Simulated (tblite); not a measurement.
# H11O3PSi4: the cost of one run

Computed with tblite 0.8.0 and PySCF 2.14.0, with density-fitted response routines of our own, on a single molecule in the gas phase. Atoms count from 0, in the outputs and in this text.

### 1 The starting structure

19 atoms, charge 0, multiplicity 1; geometry from: force field or distance geometry start.

Bonds of the start (Å): Si0–O1 1.69, O1–Si2 1.70, Si2–O3 1.71, O3–Si4 1.70, Si2–O5 1.71, O5–Si6 1.73, Si6–P7 2.20, Si0–H8 1.48, Si0–H9 1.46, Si0–H10 1.49, Si2–H11 1.46, Si4–H12 1.48, Si4–H13 1.46, Si4–H14 1.49, Si6–H15 1.48, Si6–H16 1.47, P7–H17 1.45, P7–H18 1.45.

### 2 Relaxing the molecule with GFN2-xTB

The job: settings as JSON, then the geometry in Å.

```
{"job": {"kind": "relax", "xc": "GFN2-xTB", "basis": "xTB"}, "charge": 0, "multiplicity": 1}
Si    -1.574000    -1.794900    -0.709400
O     -0.369000    -1.418200     0.411700
Si    -0.326200     0.203100     0.921100
O     -0.816200     1.317700    -0.280900
Si    -2.447800     1.788900    -0.170900
O      1.305200     0.583300     1.278600
Si     2.246100    -0.420100     0.231900
P      4.388400    -0.075900     0.599300
H     -1.262200    -3.130500    -1.266300
H     -1.625400    -0.881200    -1.848600
H     -2.913600    -1.940300    -0.078600
H     -1.063900     0.291100     2.176400
H     -3.359800     0.702800    -0.591000
H     -2.825300     2.309400     1.135800
H     -2.607300     2.890400    -1.165400
H      1.847900    -1.834600     0.376500
H      1.919600     0.041400    -1.129100
H      4.971500     0.761500    -0.425900
H      4.502200     0.615500     1.867000
```

Launch:

```sh
OMP_NUM_THREADS=1 python probes_run.py task.json out
```

This one command runs all jobs of the session in turn.

**Question.** How long does this first job take on 1 thread of Arm Neoverse N1, shared host, and how much memory does it need?

About 5.2 s, with a peak of 0.18 GiB.
